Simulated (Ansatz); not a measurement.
The system is LiMg6Mo.

```
Mo Mg Li
1.0
     4.33937    0.00000    0.00000
     0.00000    4.25514    4.36871
     0.00000   -4.25514    4.36871
Mo Mg Li
1 6 1
Direct
  0.00000 0.12263 0.12263
  0.50000 0.35408 0.35408
  0.50000 0.89297 0.89297
  0.50000 0.36744 0.88049
  0.50000 0.88049 0.36744
  0.00000 0.12829 0.62259
  0.00000 0.62259 0.12829
  0.00000 0.63151 0.63151
```

The cell comes from a database or a generator and needn't be the stable form of this composition.

```yaml
Program: Ansatz 0.2.0
Task: single point
Functional: PBE
Potentials_or_basis: Ansatz PAW
Cutoff: "420 eV (not typed: the program's choice for these potentials)"
k_mesh: 6 × 5 × 5
Occupations: fermi-dirac, width 0.05 eV
Spin: no spin polarisation
```

On this cell: pressure -0.1 GPa; largest force 0.067 eV/Å; band gap on the k mesh none (metal or under the smearing width).

The same run follows on a disturbed copy (atoms moved at random, drawn with an rms of 0.05 Å):

```
Mo Mg Li
1.0
     4.33937    0.00000    0.00000
     0.00000    4.25514    4.36871
     0.00000   -4.25514    4.36871
Mo Mg Li
1 6 1
Direct
  0.00590 0.11594 0.11230
  0.51022 0.34785 0.35136
  0.50485 0.89880 0.88523
  0.49140 0.36323 0.87145
  0.50478 0.87736 0.36621
  0.00215 0.13027 0.61838
  0.99558 0.62575 0.12867
  0.98499 0.62971 0.62744
```

Q: What does the disturbed cell give?

A: The energy (extrapolated to zero smearing) moves by +5.8 meV/atom; pressure 0.0 GPa; largest force 0.351 eV/Å; band gap on the k mesh none (metal or under the smearing width).

Forces on the atoms (eV/Å):
```
Mo  -0.116  0.001  0.332
Mg  -0.162  0.183 -0.010
Mg  -0.075 -0.257 -0.177
Mg   0.111  0.043  0.278
Mg  -0.103  0.065 -0.087
Mg   0.032 -0.037 -0.136
Mg   0.173  0.017 -0.211
Li   0.141 -0.015  0.011
```

Stress tensor (GPa, compression positive):
```
 0.19  0.00 -0.04
 0.00 -0.16  0.21
-0.04  0.21  0.00
```
